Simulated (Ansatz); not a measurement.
# Cu+ with CH₄: structure and interaction energy

The task here is to estimate one member of a computed series from the others.

Method: PBE0-D4 structure, single points in def2-TZVPPD; program: Ansatz 0.2.0, Gaussian basis.

Levels: PBE-D4, revPBE-D4, BLYP-D4, r2SCAN-D4, B97M-V, PBE0-D4, B3LYP-D4, HSE06-D4, wB97X-V, wB97M-V, B2PLYP, Hartree-Fock, MP2, CCSD, CCSD(T). The reference is CCSD(T) extrapolated to the basis limit. For elements past Ar these valence bases correlate outer-core shells poorly and lack relativity, so that limit is rough.

Correlated methods freeze the cores. The 3s and 3p shells of Cu and Zn are frozen; filled d shells are correlated. B3LYP uses VWN-RPA correlation. B2PLYP carries no dispersion term here.

163 further runs of the same task are left out: 163 set aside as unsound or not needed.

## Where the work starts

The pair, from a GFN2-xTB docking trial: 6 atoms, charge 1, spin multiplicity 1.

Atoms are counted from 1 here; the program's logs count them from 0.

Bond lengths: Cu1–C2 2.223 Å, Cu1–H3 2.087 Å, C2–H3 1.111 Å, C2–H4 1.096 Å, C2–H5 1.100 Å, C2–H6 1.095 Å. Angles: C2–Cu1–H3 29.6°, Cu1–C2–H3 68.4°, Cu1–C2–H4 83.8°, Cu1–C2–H5 77.8°, Cu1–C2–H6 169.7°, H3–C2–H4 114.8°, H3–C2–H5 116.0°, H3–C2–H6 102.3°, H4–C2–H5 113.3°, H4–C2–H6 104.6°, H5–C2–H6 103.6°, Cu1–H3–C2 82.0°.

As a file:

```
Cu   -0.0963   -0.1015   -1.9005
C     0.0198    0.0280    0.3160
H    -0.6910   -0.7599   -0.0114
H    -0.3253    1.0552    0.1547
H     1.0724   -0.1260    0.0367
H     0.0204   -0.0958    1.4044
```

Atoms 1 to 1 are fragment A (Cu+), the rest fragment B (CH₄).

Set-up of the first run:

File pre/in.yaml:

```yaml
crystal:
  periodic: [false, false, false]
  atoms:
    - {symbol: Cu, position_ang: [-0.096300, -0.101500, -1.900500]}
    - {symbol: C, position_ang: [0.019800, 0.028000, 0.316000]}
    - {symbol: H, position_ang: [-0.691000, -0.759900, -0.011400]}
    - {symbol: H, position_ang: [-0.325300, 1.055200, 0.154700]}
    - {symbol: H, position_ang: [1.072400, -0.126000, 0.036700]}
    - {symbol: H, position_ang: [0.020400, -0.095800, 1.404400]}
basis:
  gaussian: {orbitals: def2-SVP}
total_charge: 1
hamiltonian: {xc: pbe, dispersion: d4}
relax: {f_tol: 0.03, max_steps: 250}
```

Started as:

```bash
$ ansatz run in.yaml --threads 2 --pin off --events-out ev --progress --plain --max-ram 5222MiB
```

Steps of the session up to this table: A first relaxation in a small basis; Relaxation at PBE0-D4; wB97X-V/def2-TZVPPD; wB97M-V/def2-TZVPPD; B2PLYP/def2-TZVPPD; B97M-V/def2-TZVPPD; CCSD(T)/def2-TZVPPD; MP2/def2-QZVPPD; Vibrations of the pair.

One of the session's tables, all rows but one given; the rest of the session is left out.

| method | interaction (kcal/mol) |
| --- | --- |
| PBE-D4 | -33.13 |
| revPBE-D4 | -29.04 |
| BLYP-D4 | ? |
| r2SCAN-D4 | -33.42 |
| B97M-V | -31.33 |
| PBE0-D4 | -27.88 |
| B3LYP-D4 | -27.23 |
| HSE06-D4 | -27.76 |
| wB97X-V | -25.74 |
| wB97M-V | -25.72 |
| B2PLYP | -24.95 |
| Hartree-Fock | -9.61 |
| MP2 | -22.63 |
| CCSD | -19.54 |
| CCSD(T) | -21.37 |
| CCSD(T)/CBS | -24.26 |

**Question.** Estimate the row for BLYP-D4.

The run gave: interaction (kcal/mol): -30.54. In the column «interaction (kcal/mol)» it lies between B97M-V (-31.33) and revPBE-D4 (-29.04).

Among the levels timed on like hardware and quicker than the yardstick, those that no quicker one beats, quickest first: PBE-D4 (7.9 s, -8.87 kcal/mol); revPBE-D4 (8 s, -4.78 kcal/mol); PBE0-D4 (9.6 s, -3.62 kcal/mol); HSE06-D4 (11 s, -3.50 kcal/mol); B3LYP-D4 (11 s, -2.97 kcal/mol); B2PLYP (21 s, -0.69 kcal/mol).

For cost: B2PLYP gets within 0.69 kcal/mol in 21 s, where CCSD(T)/CBS took 93 s; the quickest level in the cost chart, PBE-D4, takes 7.9 s and misses by 8.87 kcal/mol.

To keep in mind: An imaginary mode remains, so this is not a true minimum. A lower arrangement may exist.
